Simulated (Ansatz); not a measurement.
# BH7N2O: the cost of one run

Program: Ansatz 0.2.0. Level of theory: RKS r2SCAN-D4/def2-SVP. These are calculated values, not measurements.

### 1 The structure to begin with

Bond lengths: B1–O3 1.410 Å, O3–H4 1.010 Å, B1–N5 1.550 Å, N5–H6 1.060 Å, N5–H7 1.060 Å, B1–N8 1.850 Å, N8–H9 1.060 Å, N8–H10 1.060 Å. Angles: B1–O3–H4 109.5°, O3–B1–N5 120.0°, O3–B1–N8 105.4°, N5–B1–N8 92.8°, B1–N5–H6 120.0°, B1–N5–H7 120.0°, H6–N5–H7 120.0°, B1–N8–H9 120.0°, B1–N8–H10 120.0°, H9–N8–H10 120.0°.

As a file:

```xyz
11

B     0.0000    0.0000    0.0000
H     0.0000    0.0000    1.5400
O     1.2211    0.0000   -0.7050
H     1.5209   -0.9519   -0.8599
N    -1.3423    0.0000   -0.7750
H    -2.0112   -0.8164   -0.6764
H    -1.5914    0.8164   -1.4036
N    -0.2314    1.7403    0.5833
H    -1.1621    2.2275    0.4417
H     0.5667    2.2503    1.0593
H    -0.1183    0.8900    1.5631
```

### 2 A restrained relaxation towards end A

Springs on the bonds that form and break draw the guess towards this end; the thresholds are loose.

The input, input.yaml:

```yaml
crystal:
  periodic: [false, false, false]
  atoms:
    - { symbol: B, position_ang: [0.0, 0.0, 0.0] }
    - { symbol: H, position_ang: [0.0, 0.0, 1.54] }
    - { symbol: O, position_ang: [1.2211, 0.0, -0.705] }
    - { symbol: H, position_ang: [1.5209, -0.9519, -0.8599] }
    - { symbol: "N", position_ang: [-1.3423, 0.0, -0.775] }
    - { symbol: H, position_ang: [-2.0112, -0.8164, -0.6764] }
    - { symbol: H, position_ang: [-1.5914, 0.8164, -1.4036] }
    - { symbol: "N", position_ang: [-0.2314, 1.7403, 0.5833] }
    - { symbol: H, position_ang: [-1.1621, 2.2275, 0.4417] }
    - { symbol: H, position_ang: [0.5667, 2.2503, 1.0593] }
    - { symbol: H, position_ang: [-0.1183, 0.89, 1.5631] }
basis:
  gaussian: { orbitals: def2-SVP }
hamiltonian:
  xc: r2scan
  dispersion: d4
relax:
  f_tol: 0.15
  max_steps: 25
  restrain:
    - { distance: [0, 7], at: 2.75, k: 30.0 }
    - { distance: [10, 1], at: 1.86, k: 30.0 }
    - { distance: [0, 1], at: 1.19, k: 30.0 }
    - { distance: [10, 7], at: 1.06, k: 30.0 }
output:
  orbitals: {}
```

Launch:

```bash
$ ansatz run input.yaml --threads 2 --pin off --max-ram 3072MiB --backend cpu --events-out ev --progress --plain --runs-dir out
```

Q: Estimate wall time and peak memory on 2 threads of INTEL XEON PLATINUM 8581C at 2.10GHz (Emerald Rapids), shared host.

About 16 s, with a peak of 0.17 GiB.
